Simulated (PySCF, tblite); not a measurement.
**CH7BGeSi, a small gas-phase stand-in for a defect centre: NMR shifts, core binding energies and electronic excitations**

What NMR shifts, core binding energies and electronic excitations should one expect for `[CH3][Ge][BH][SiH3]`? It is drawn as: twofold Ge.

Programs: tblite 0.8.0 and PySCF 2.14.0. All values are calculated, for the isolated system unless a continuum is named. Atoms count from 0, parts from 1.

## (1) Starting point

11 atoms, charge 0, multiplicity 1; geometry: distance geometry start.

## (2) Geometry optimisation with GFN2-xTB

Job settings and geometry (Å):

```
{"job": {"kind": "relax", "xc": "GFN2-xTB", "basis": "xTB"}, "charge": 0, "multiplicity": 1}
Ge     1.561990     0.140798    -0.183442
C      2.399100    -1.352020    -1.074126
B      0.371083     1.569290     0.695738
Si    -1.418203     1.767384    -0.098744
H      3.376165    -1.442970    -0.744709
H      1.859609    -2.226359    -0.874280
H      2.399457    -1.187261    -2.107889
H      0.896876     2.543178     0.999876
H     -2.347956     1.153587     0.745303
H     -1.710218     3.151577    -0.213246
H     -1.430993     1.152456    -1.375824
```

Method: GFN2-xTB geometry optimisation, gas phase.

On the command line:

```
$ OMP_NUM_THREADS=1 python cluster_run.py task.json out
```

This one command runs all jobs of the session in turn.

What it wrote:

```text
step      E/eV     max force
  0    -284.89703    4.399
  1    -285.40477    2.706
  2    -285.61879    1.195
  3    -285.64895    0.754
  4    -285.68682    0.760
  5    -285.76001    1.288
  6    -285.82623    1.386
  7    -285.87264    0.905
  8    -285.90439    0.449
  9    -285.93026    0.715
 10    -285.95822    0.846
 11    -286.01861    0.927
 12    -286.08666    0.809
 13    -286.15103    0.688
 14    -286.19067    0.590
 15    -286.23036    0.721
 16    -286.29242    0.677
 17    -286.32778    0.543
 18    -286.35125    0.443
 19    -286.38119    0.526
 20    -286.39160    0.399
 21    -286.40270    0.376
 22    -286.41378    0.365
 23    -286.43321    0.442
 24    -286.44615    0.485
 25    -286.46649    0.411
 26    -286.48054    0.275
 27    -286.48969    0.306
 28    -286.49194    0.334
 29    -286.49955    0.241
 30    -286.50341    0.217
 31    -286.50768    0.144
 32    -286.51040    0.138
 33    -286.51234    0.128
 34    -286.51377    0.113
 35    -286.51467    0.077
 36    -286.51551    0.075
 37    -286.51628    0.090
 38    -286.51686    0.078
 39    -286.51724    0.054
 40    -286.51759    0.055
 41    -286.51796    0.051
 42    -286.51841    0.065
 43    -286.51895    0.074
 44    -286.51958    0.078
 45    -286.52025    0.082
 46    -286.52089    0.070
 47    -286.52138    0.056
 48    -286.52171    0.049
 49    -286.52196    0.046
 50    -286.52220    0.052
 51    -286.52248    0.058
 52    -286.52281    0.067
 53    -286.52317    0.068
 54    -286.52352    0.059
 55    -286.52389    0.073
 56    -286.52438    0.087
 57    -286.52496    0.077
 58    -286.52552    0.065
 59    -286.52595    0.051
 60    -286.52627    0.049
 61    -286.52663    0.058
 62    -286.52703    0.046
 63    -286.52738    0.042
 64    -286.52761    0.035
 65    -286.52781    0.044
 66    -286.52807    0.050
 67    -286.52848    0.061
 68    -286.52909    0.063
 69    -286.52982    0.057
 70    -286.53054    0.057
 71    -286.53117    0.053
 72    -286.53163    0.050
 73    -286.53204    0.085
 74    -286.53247    0.065
 75    -286.53346    0.071
 76    -286.53442    0.073
 77    -286.53499    0.049
 78    -286.53518    0.029
 79    -286.53530    0.026
 80    -286.53546    0.031
 81    -286.53568    0.040
 82    -286.53592    0.041
 83    -286.53611    0.038
 84    -286.53625    0.045
 85    -286.53642    0.052
 86    -286.53667    0.057
 87    -286.53696    0.065
 88    -286.53718    0.041
 89    -286.53728    0.016
 90    -286.53732    0.016
 91    -286.53734    0.015
 92    -286.53738    0.017
 93    -286.53742    0.017
 94    -286.53747    0.014
 95    -286.53751    0.017
 96    -286.53754    0.018
 97    -286.53758    0.015
 98    -286.53762    0.017
 99    -286.53767    0.027
100    -286.53774    0.041
101    -286.53789    0.057
102    -286.53818    0.071
103    -286.53868    0.080
104    -286.53942    0.088
105    -286.53375    0.426
106    -286.54076    0.151
107    -286.54154    0.097
108    -286.54242    0.101
109    -286.54299    0.056
110    -286.54394    0.055
111    -286.54435    0.066
112    -286.54489    0.083
113    -286.54535    0.041
114    -286.54549    0.094
115    -286.54587    0.019
116    -286.54595    0.020
117    -286.54602    0.021
118    -286.54610    0.030
119    -286.54621    0.034
120    -286.54630    0.038
121    -286.54637    0.025
122    -286.54643    0.031
123    -286.54651    0.028
124    -286.54664    0.035
125    -286.54680    0.049
126    -286.54690    0.042
127    -286.54702    0.019
128    -286.54705    0.010
129    -286.54706    0.009
130    -286.54707    0.012
131    -286.54709    0.014
132    -286.54711    0.008
133    -286.54712    0.007
```

It took 1.8 s on 1 thread of Intel Xeon Platinum 8488C, shared host.

The steps of the relaxation: (the energy doesn't fall at every step)

```csv
step,energy from step 0 (eV),largest force (eV/Å)
0,0.0000,4.3990
5,-0.8630,1.2888
10,-1.0612,0.8455
15,-1.3333,0.7213
20,-1.4946,0.3981
25,-1.5695,0.4109
30,-1.6064,0.2167
35,-1.6176,0.0770
40,-1.6206,0.0547
45,-1.6232,0.0817
50,-1.6252,0.0526
55,-1.6269,0.0737
60,-1.6292,0.0495
65,-1.6308,0.0435
70,-1.6335,0.0567
75,-1.6364,0.0709
80,-1.6384,0.0316
85,-1.6394,0.0524
90,-1.6403,0.0159
95,-1.6405,0.0174
100,-1.6407,0.0413
105,-1.6367,0.4258
110,-1.6469,0.0549
115,-1.6488,0.0185
120,-1.6493,0.0383
125,-1.6498,0.0498
130,-1.6500,0.0121
133,-1.6501,0.0078
```

Close pairs (by a distance rule), those that changed most:

```csv
bond,before (Å),after (Å),change (Å)
Ge0–C1,1.929,2.045,+0.115
Si3–H8,1.398,1.474,+0.077
Si3–H10,1.417,1.480,+0.063
Si3–H9,1.419,1.475,+0.055
C1–H4,1.035,1.088,+0.052
C1–H6,1.047,1.089,+0.042
C1–H5,1.047,1.088,+0.041
B2–H7,1.148,1.175,+0.027
```

## (3) Optimising the geometry at PBE0-D3(BJ)/def2-SVP

Job settings and geometry (Å):

```
{"job": {"xc": "PBE0", "basis": "def2-SVP", "d3": "d3bj", "grid": 2, "kind": "geom", "shake": 0.01}, "charge": 0, "multiplicity": 1}
Ge     1.604158     0.522907    -0.969145
C      1.470118    -1.457266    -0.569234
B      0.264266     1.007040     0.556106
Si    -1.619119     1.016925     0.273003
H      1.705728    -1.679435     0.461736
H      0.462909    -1.800949    -0.772348
H      2.173032    -2.017406    -1.195855
H      0.696554     1.328416     1.620246
H     -2.384365     0.174004     1.257496
H     -2.247776     2.358590     0.390103
H     -2.092819     0.518673    -1.041807
```

What it wrote:

```text
step   0  E = -2432.71154544  max force = 0.040181
step   1  E = -2432.71765847  max force = 0.007565
step   2  E = -2432.71841329  max force = 0.002701
step   3  E = -2432.71850228  max force = 0.001294
step   4  E = -2432.71866086  max force = 0.001638
step   5  E = -2432.71880700  max force = 0.001988
step   6  E = -2432.71898435  max force = 0.001486
step   7  E = -2432.71916679  max force = 0.001579
step   8  E = -2432.71899215  max force = 0.003133
step   9  E = -2432.71923282  max force = 0.001636
step  10  E = -2432.71926594  max force = 0.000873
step  11  E = -2432.71930719  max force = 0.000437
step  12  E = -2432.71932097  max force = 0.000367
optimisation converged
```

Wall time 89 s (1 thread of Intel Xeon Platinum 8488C, shared host); peak memory 0.58 GiB.

Step by step: (the energy doesn't fall at every step)

```csv
step,energy from step 0 (eV),largest force component (eV/Å)
0,0.0000,2.0662
1,-0.1663,0.3890
2,-0.1869,0.1389
3,-0.1893,0.0665
4,-0.1936,0.0842
5,-0.1976,0.1022
6,-0.2024,0.0764
7,-0.2074,0.0812
8,-0.2026,0.1611
9,-0.2092,0.0841
10,-0.2101,0.0449
11,-0.2112,0.0225
12,-0.2116,0.0189
```

Close pairs (by a distance rule), those that changed most:

```csv
bond,before (Å),after (Å),change (Å)
Ge0–B2,2.087,1.948,-0.139
B2–Si3,1.905,2.034,+0.129
Ge0–C1,2.025,1.981,-0.044
Si3–H10,1.484,1.508,+0.024
C1–H4,1.081,1.099,+0.018
C1–H5,1.083,1.102,+0.018
B2–H7,1.193,1.204,+0.012
Si3–H9,1.486,1.496,+0.010
```

The next job starts from the end point, and lists it.

```csv
at the end point,value
point group (found at 0.08 Å tolerance),C1
"rotational constants (GHz, main isotopes)","6.661, 1.911, 1.687"
dipole moment (D),1.63
```

## (4) Nuclear shieldings: PBE0/pcSseg-2

Job settings and geometry (Å):

```
{"job": {"kind": "nmr", "xc": "PBE0", "basis": "pcSseg-2"}, "charge": 0, "multiplicity": 1}
Ge     1.234545     0.505598    -0.610835
C      1.394965    -1.462421    -0.768707
B      0.352552     1.133482     1.008578
Si    -1.556855     0.942787     0.335375
H      1.913319    -1.882628     0.104624
H      0.373779    -1.874841    -0.794464
H      1.914489    -1.740816    -1.694337
H      0.604604     1.847030     1.945447
H     -2.296746     0.131549     1.357628
H     -2.303974     2.213199     0.078854
H     -1.597212     0.158023    -0.951541
```

Level: GIAO PBE0/pcSseg-2 NMR shielding, non-relativistic, gas phase.

What it wrote:

```text
coarse grid: 41496 points
cycle   1  E = -2433.1057048011  dE = -7.142e-01  |g| = 1.061e+00  |ddm| = 2.300e+00
cycle   2  E = -2432.9938057566  dE =  1.119e-01  |g| = 1.308e+00  |ddm| = 9.604e-01
cycle   3  E = -2433.1794149197  dE = -1.856e-01  |g| = 1.956e-01  |ddm| = 7.664e-01
cycle   4  E = -2433.1864404162  dE = -7.025e-03  |g| = 1.115e-01  |ddm| = 2.860e-01
cycle   5  E = -2433.1910428331  dE = -4.602e-03  |g| = 1.619e-02  |ddm| = 1.112e-01
cycle   6  E = -2433.1911192160  dE = -7.638e-05  |g| = 5.599e-03  |ddm| = 2.119e-02
cycle   7  E = -2433.1911313749  dE = -1.216e-05  |g| = 1.479e-03  |ddm| = 8.017e-03
cycle   8  E = -2433.1911325596  dE = -1.185e-06  |g| = 4.538e-04  |ddm| = 2.160e-03
final grid: 84984 points
cycle   9  E = -2433.1911389240  dE = -1.063e-07  |g| = 5.496e-04  |ddm| = 1.877e-03
cycle  10  E = -2433.1911388273  dE =  9.668e-08  |g| = 8.242e-04  |ddm| = 9.811e-04
cycle  11  E = -2433.1911390129  dE = -1.856e-07  |g| = 1.067e-04  |ddm| = 6.244e-04
cycle  12  E = -2433.1911390175  dE = -4.686e-09  |g| = 3.808e-05  |ddm| = 1.511e-04
cycle  13  E = -2433.1911390184  dE = -8.422e-10  |g| = 1.685e-05  |ddm| = 7.319e-05
converged SCF energy = -2433.1911390184

GIAO shielding tensors (ppm)
atom      isotropic    diamagn.    paramagn.     s11        s22        s33       span
  0 Ge     262.503    2761.220   -2498.718   -849.994    293.923   1343.579   2193.573
  1 C      167.631     241.314     -73.682    149.110    173.933    179.851     30.741
  2 B      -11.985     197.027    -209.012   -174.108     30.431    107.722    281.830
  3 Si     481.694     880.012    -398.318    415.040    458.897    571.145    156.105
  4 H       28.845      28.946      -0.102     24.004     27.482     35.048     11.044
  5 H       29.323      30.625      -1.302     24.416     28.927     34.626     10.211
  6 H       29.394      28.472       0.921     25.836     27.053     35.291      9.455
  7 H       20.616      29.108      -8.493      9.049     25.957     26.841     17.792
  8 H       27.744      28.888      -1.144     24.057     26.056     33.119      9.062
  9 H       27.431      28.213      -0.782     23.962     24.734     33.597      9.635
 10 H       27.617      30.884      -3.267     24.396     28.039     30.415      6.019
```

It took 45 s on 1 thread of Intel Xeon Platinum 8488C, shared host; peak memory 1.2 GiB.

The references, computed at this level on geometries of the same kind, shield at (ppm): ¹H TMS 31.25, ¹³C TMS 184.1, ²⁹Si TMS 341.3, ¹¹B BF3·OEt2 99.1, ⁷³Ge GeMe4 1337. Their shielding less the atom's gives the shift. The references are single molecules in the gas phase.

```csv
atoms,environment,σ (ppm),δ (ppm)
C1,"carbon bonded to Ge, 3 H",167.6,16.5
H7,"hydrogen on a boron bonded to Ge, Si",20.62,10.63
H9,hydrogen on a silicon bonded to B,27.43,3.81
H10,hydrogen on a silicon bonded to B,27.62,3.63
H8,hydrogen on a silicon bonded to B,27.74,3.50
H4,hydrogen on a carbon bonded to Ge,28.84,2.40
H5,hydrogen on a carbon bonded to Ge,29.32,1.92
H6,hydrogen on a carbon bonded to Ge,29.39,1.85
Ge0,"germanium bonded to C, B",263,1075
B2,"boron bonded to Ge, Si, H",-12.0,111.1
Si3,"silicon bonded to B, 3 H",481.7,-140.4
```

Charges from the same density, by scheme (e):

```csv
atoms,Mulliken,IAO,Hirshfeld,ESP fit
Ge0,-0.03,0.42,0.20,-0.10
C1,-0.15,-0.65,-0.21,0.20
B2,-0.06,-0.46,-0.08,0.01
Si3,0.42,0.45,0.21,-0.10
```

Mayer bond orders: Ge0–C1 0.92, Ge0–B2 1.45, B2–Si3 0.85.

## (5) Core-electron binding energies: SCAN, X2C

Settings changed since step 4:

```diff
@@ -1,2 +1,2 @@
-{"job": {"kind": "nmr", "xc": "PBE0", "basis": "pcSseg-2"}, "charge": 0, "multiplicity": 1}
+{"job": {"kind": "xps", "holes": 5}, "charge": 0, "multiplicity": 1}
 Ge     1.234545     0.505598    -0.610835
```

With the program's defaults for keys left out, this is: delta-SCF UKS SCAN, pcX-2 on the ionised atom, pcseg-1 elsewhere, spin-free X2C.

What it wrote:

```text
ground state, core basis on atom 1 (C), 139 functions
  cycle   1  E = -2451.01369054  |g| = 4.24e-01
  cycle   2  E = -2450.89075285  |g| = 6.85e-01
  cycle   3  E = -2451.05619915  |g| = 1.72e-01
  cycle   4  E = -2451.06727425  |g| = 7.96e-02
  cycle   5  E = -2451.06964179  |g| = 2.26e-02
  cycle   6  E = -2451.06984306  |g| = 4.48e-03
  cycle   7  E = -2451.06984562  |g| = 1.26e-03
  cycle   8  E = -2451.06984785  |g| = 2.57e-04
  E(ground) = -2451.23480854 Eh
hole in C 1s of atom 1
  cycle   1  E = -2439.81328420  |g| = 1.51e+00
  cycle   2  E = -2438.95537531  |g| = 1.87e+00
  cycle   3  E = -2440.24826487  |g| = 4.67e-01
  cycle   4  E = -2440.16614364  |g| = 4.96e-01
  cycle   5  E = -2440.39972550  |g| = 6.71e-02
  cycle   6  E = -2440.40156658  |g| = 2.98e-02
  cycle   7  E = -2440.40231382  |g| = 9.65e-03
  cycle   8  E = -2440.40240101  |g| = 2.23e-03
  cycle   9  E = -2440.40240803  |g| = 1.14e-03
  cycle  10  E = -2440.40241248  |g| = 5.84e-04
  cycle  11  E = -2440.40241470  |g| = 4.09e-04
  E(ion) = -2440.56668252 Eh   <S^2> = 0.7737   hole on atom = 1.000   binding energy = 290.294 eV
ground state, core basis on atom 2 (B), 139 functions
  cycle   1  E = -2451.06004442  |g| = 5.13e-02
  cycle   2  E = -2451.05841201  |g| = 6.63e-02
  cycle   3  E = -2451.05963571  |g| = 3.99e-02
  cycle   4  E = -2451.06033657  |g| = 9.21e-03
  cycle   5  E = -2451.06037137  |g| = 8.56e-04
  cycle   6  E = -2451.06037172  |g| = 3.78e-04
  E(ground) = -2451.22746708 Eh
hole in B 1s of atom 2
  cycle   1  E = -2443.44530742  |g| = 1.17e+00
  cycle   2  E = -2441.68776922  |g| = 1.96e+00
  cycle   3  E = -2443.61553054  |g| = 5.90e-01
  cycle   4  E = -2443.59501956  |g| = 5.92e-01
  cycle   5  E = -2443.89862230  |g| = 8.75e-02
  cycle   6  E = -2443.90439192  |g| = 7.37e-02
  cycle   7  E = -2443.91051505  |g| = 3.43e-02
  cycle   8  E = -2443.91249686  |g| = 3.42e-02
  cycle   9  E = -2443.91421454  |g| = 2.96e-02
  cycle  10  E = -2443.91605533  |g| = 1.36e-02
  cycle  11  E = -2443.91620830  |g| = 5.52e-03
  cycle  12  E = -2443.91623663  |g| = 2.73e-03
  cycle  13  E = -2443.91624034  |g| = 1.21e-03
  cycle  14  E = -2443.91624388  |g| = 4.14e-04
  E(ion) = -2444.08248375 Eh   <S^2> = 1.3740   hole on atom = 1.000   binding energy = 194.425 eV
ground state, core basis on atom 3 (Si), 150 functions
  cycle   1  E = -2451.16071057  |g| = 2.87e-01
  cycle   2  E = -2451.15943160  |g| = 6.79e-02
  cycle   3  E = -2451.15173985  |g| = 1.43e-01
  cycle   4  E = -2451.16094169  |g| = 2.02e-02
  cycle   5  E = -2451.16107219  |g| = 3.26e-03
  cycle   6  E = -2451.16108065  |g| = 6.07e-04
  cycle   7  E = -2451.16108076  |g| = 2.83e-04
  E(ground) = -2451.28459245 Eh
hole in Si 2p of atom 3
  cycle   1  E = -2446.89857034  |g| = 1.23e+00
  cycle   2  E = -2446.30192270  |g| = 1.31e+00
  cycle   3  E = -2446.94163247  |g| = 5.64e-01
  cycle   4  E = -2447.16939226  |g| = 2.78e-01
  cycle   5  E = -2447.21174639  |g| = 1.64e-01
  cycle   6  E = -2447.23549310  |g| = 2.75e-02
  cycle   7  E = -2447.23602326  |g| = 1.11e-02
  cycle   8  E = -2447.23610060  |g| = 5.18e-03
  cycle   9  E = -2447.23611901  |g| = 9.52e-04
  cycle  10  E = -2447.23612194  |g| = 4.43e-04
  E(ion) = -2447.37168485 Eh   <S^2> = 0.7532   hole on atom = 1.002   binding energy = 106.476 eV
  2p3/2 = 106.282 eV   2p1/2 = 106.906 eV
```

Run time: 18 s. Hardware: 1 thread of Intel Xeon Platinum 8488C, shared host; peak memory 0.56 GiB.

The holes in one table. −ε is the ground-state orbital energy:

```csv
hole,stands for,environment,ΔSCF (eV; 2p as the shell's mean),−ε (eV),⟨S²⟩
C1s on C1,C1,"carbon bonded to Ge, 3 H",290.29,274.0,0.774
B1s on B2,B2,"boron bonded to Ge, Si, H",194.42 (doubtful),180.3,1.374
Si2p on Si3,Si3,"silicon bonded to B, 3 H",106.49,96.1,0.753
```

Doubtful: the ion did not converge, its hole moved, or its ⟨S²⟩ is well above 0.75.

With the spin-orbit splitting: Si3 2p3/2 106.28, 2p1/2 106.91 eV. The table gives each 2p level as the mean over the whole 2p shell (two parts 2p3/2, one part 2p1/2), which differs a little from the single hole in the log.

## (6) Ultraviolet spectrum: CAM-B3LYP/def2-SVPD

Settings changed since step 5:

```diff
@@ -1,2 +1,2 @@
-{"job": {"kind": "xps", "holes": 5}, "charge": 0, "multiplicity": 1}
+{"job": {"kind": "uv", "xc": "CAM-B3LYP", "basis": "def2-SVPD", "nstates": 6, "ntriplets": 2, "ip": true}, "charge": 0, "multiplicity": 1}
 Ge     1.234545     0.505598    -0.610835
```

Method: TDDFT CAM-B3LYP/def2-SVPD, vertical, gas phase, core orbitals frozen in the response.

What it wrote:

```text
coarse grid: 41496 points
cycle   1  E = -2433.2246398905  dE = -6.357e-01  |g| = 4.147e-01  |ddm| = 3.594e+00
cycle   2  E = -2433.2317790319  dE = -7.139e-03  |g| = 4.188e-01  |ddm| = 1.052e+00
cycle   3  E = -2433.2581515110  dE = -2.637e-02  |g| = 2.798e-02  |ddm| = 5.210e-01
cycle   4  E = -2433.2585455409  dE = -3.940e-04  |g| = 1.548e-02  |ddm| = 1.127e-01
cycle   5  E = -2433.2586512957  dE = -1.058e-04  |g| = 4.970e-03  |ddm| = 3.383e-02
cycle   6  E = -2433.2586747219  dE = -2.343e-05  |g| = 2.349e-03  |ddm| = 1.388e-02
cycle   7  E = -2433.2586842764  dE = -9.554e-06  |g| = 8.182e-04  |ddm| = 1.135e-02
final grid: 84984 points
cycle   8  E = -2433.2586663848  dE = -1.245e-06  |g| = 5.249e-04  |ddm| = 4.302e-03
cycle   9  E = -2433.2586667977  dE = -4.129e-07  |g| = 4.932e-04  |ddm| = 2.121e-03
cycle  10  E = -2433.2586669184  dE = -1.207e-07  |g| = 1.830e-04  |ddm| = 8.784e-04
cycle  11  E = -2433.2586670407  dE = -1.222e-07  |g| = 9.200e-05  |ddm| = 1.486e-03
cycle  12  E = -2433.2586670511  dE = -1.045e-08  |g| = 1.410e-05  |ddm| = 5.036e-04
cycle  13  E = -2433.2586670512  dE = -7.731e-11  |g| = 3.836e-06  |ddm| = 2.625e-05
converged SCF energy = -2433.2586670512

Static polarisability (au): isotropic 99.249, principal 82.003 86.762 128.982

Singlet excitations
state   eV       nm        f      main configurations
  1   2.1761    569.8   0.01191   H->L 0.88, H->L+1 0.09
  2   2.9290    423.3   0.03060   H->L+1 0.82, H-1->L 0.10
  3   4.4384    279.3   0.14013   H-1->L 0.67, H-1->L+1 0.13
  4   4.6217    268.3   0.02923   H-1->L+1 0.79, H-1->L 0.12
  5   5.5303    224.2   0.00678   H-2->L 0.77, H-2->L+1 0.11
  6   5.7806    214.5   0.04567   H->L+2 0.79

Triplet excitations (Tamm-Dancoff, eV): 1.4296 1.8430
Vertical ionisation energy (delta-SCF) = 7.8587 eV
Vertical electron affinity (delta-SCF) = 0.8594 eV
```

Run time: 54 s. Hardware: 1 thread of Intel Xeon Platinum 8488C, shared host; peak memory 0.89 GiB.

Frontier orbitals and where they lie:

```csv
orbital,eV,atoms
HOMO−3,-11.21,"Si3 35 %, H9 27 %, H10 11 %"
HOMO−2,-10.50,"B2 27 %, Si3 20 %, H10 16 %"
HOMO−1,-9.04,"B2 29 %, Ge0 24 %, Si3 17 %"
HOMO,-7.13,"Ge0 51 %, B2 27 %, C1 8 %"
LUMO,-1.41,"Ge0 40 %, B2 29 %, Si3 10 %"
LUMO+1,-0.89,"Ge0 43 %, B2 25 %, Si3 10 %"
LUMO+2,1.29,"B2 25 %, Si3 21 %, Ge0 18 %"
```

With each of the 6 states as a Gaussian band of 0.4 eV half-width at 1/e, the curve within the window shown has maxima at 425 nm (ε 1,300), 278 nm (ε 6,700), 216 nm (ε 2,000) L/(mol cm). Beyond the last state computed it falls off for lack of states. The curve at chosen wavelengths:

```csv
nm,ε (L/mol/cm)
204,1095
227,1278
251,1845
274,6524
297,4031
320,825
344,147
367,354
390,837
414,1212
437,1207
460,971
483,733
507,594
530,549
553,534
576,509
600,459
623,394
646,322
670,250
693,190
716,141
739,102
763,72
786,51
```

Further results of this job:

```csv
property,computed
dipole moment (D),1.45
polarisability (Å³),14.71
HOMO–LUMO gap (eV),5.72
−ε(HOMO) (eV),7.13
```

## (7) What came out

```
                                   quantity                                          value
                                point group                                             C1
       rotational constants (main isotopes)                           6.66, 1.91, 1.69 GHz
     ¹³C shifts against TMS (PBE0/pcSseg-2)                                       16.5 ppm
      ¹H shifts against TMS (PBE0/pcSseg-2)  10.63, 3.81, 3.63, 3.50, 2.40, 1.92, 1.85 ppm
  ⁷³Ge shifts against GeMe4 (PBE0/pcSseg-2)                                       1075 ppm
¹¹B shifts against BF3·OEt2 (PBE0/pcSseg-2)                                      111.1 ppm
    ²⁹Si shifts against TMS (PBE0/pcSseg-2)                                     -140.4 ppm
           C1s binding energies, SCAN/pcX-2                                   C1 290.29 eV
          Si2p binding energies, SCAN/pcX-2                                  Si3 106.49 eV
       lowest singlet (CAM-B3LYP/def2-SVPD)                    2.18 eV (570 nm), f = 0.012
   brightest single state of those computed                    state 3, 4.44 eV, f = 0.140
                             lowest triplet                                        1.43 eV
          vertical ionisation energy (ΔSCF)                                        7.86 eV
```

The start of the PBE0/def2-SVP relaxation was shaken at random by about 0.01 Å, so part of the energy gained, and of the first lengths quoted, undoes that. The optimisation took 12 steps and gained 0.212 eV; among the close pairs (by a distance rule), Ge0–B2 changed most, from 2.087 to 1.948 Å (PBE0/def2-SVP). No frequency check was run at this level, so the end point may be a saddle. The frame itself reshapes: Ge0···Si3 goes from 3.49 to 2.98 Å. Hydrogens of an XH3 group are listed apart at this fixed geometry; free rotation makes them one line at their mean. At PBE0/pcSseg-2: The widest tensor belongs to Ge0: span 2194 ppm, with a paramagnetic part of -2499 ppm. The lowest singlet, at 2.18 eV, is HOMO→LUMO 0.88, HOMO→LUMO+1 0.09 and is weak; of the 6 states computed, the strongest absorption comes from state 3 at 4.44 eV. State 1 absorbs in the visible (570 nm). The lowest triplet lies 0.75 eV below the lowest singlet (triplets in Tamm-Dancoff, singlets in full TDDFT). The orbital energy would give 7.13 eV for ionisation, ΔSCF gives 7.86 eV. Spin-orbit coupling is left out, which matters for shieldings and couplings at and beside the heavy atoms. A capped cluster stands for the solid here, so long-range fields and strain are missing, and bands or shifts of the capping hydrogens have no counterpart in it.
